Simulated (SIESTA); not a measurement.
**Cd2S under changes of volume**

One of the cells (26.860 Å³/atom); the others are scaled copies at fixed shape and fractional positions:

```
Cd S
1.0
     3.98891    0.00000    0.00000
    -1.99446    3.45450    0.00000
     0.00000    0.00000    5.84766
Cd S
2 1
Direct
  0.33333 0.66667 0.93272
  0.66667 0.33333 0.57873
  0.33333 0.66667 0.36571
```

The cell comes from a database or a generator and needn't be the stable form of this composition.

```yaml
Program: SIESTA 5.4.2
Functional: PBE
Potentials_or_basis: PseudoDojo 0.4 standard (PBE files)
Basis: DZP (energy shift 0.003 Ry; two zetas on semicore shells)
Grid_cutoff: 800 Ry
Energy_shift: 0.003 Ry
k_mesh: 8 × 8 × 5
Occupations: fermi-dirac, width 0.05 eV
Spin: no spin polarisation
```

```csv
volume (Å³/atom),energy over the lowest point (meV/atom),pressure (GPa),gap on the mesh (eV),largest force (eV/Å)
24.753,9.31,2.6,0.23,0.170
25.280,2.74,1.4,0.23,0.076
25.806,0.00,0.3,0.24,0.007
26.860,?,?,?,?
27.386,9.77,-2.2,0.27,0.237
27.913,17.98,-2.8,0.29,0.307
```

Question: What does the run at 26.860 Å³/atom give?

Answer: Energy over the lowest point 3.82 meV/atom; pressure -1.4 GPa; gap on the mesh 0.26 eV; largest force 0.172 eV/Å.

Worked out: A Birch-Murnaghan fit of order 3 (a polynomial in V^(-2/3)) to the other rows has its minimum at 25.98 Å³/atom with B0 = V·E''(V) = 47 GPa and B' = 5.2 at fixed shape and positions, which overstates the stiffness. It gives 3.85 meV/atom at 26.860 Å³/atom, against the run's 3.82, and -dE/dV = -1.4 GPa, against -1.4. A straight line through the other rows of the gap, of slope 0.506 eV per unit of ln V, gives 0.26 eV, against the run's 0.26.

Energies are extrapolated to zero smearing.

Caveats: an odd mesh through Γ misses points on the zone boundary, where band edges often lie; the basis of atomic orbitals isn't converged, which shifts pressures, moduli and gaps. Spin-orbit coupling on Cd is left out.
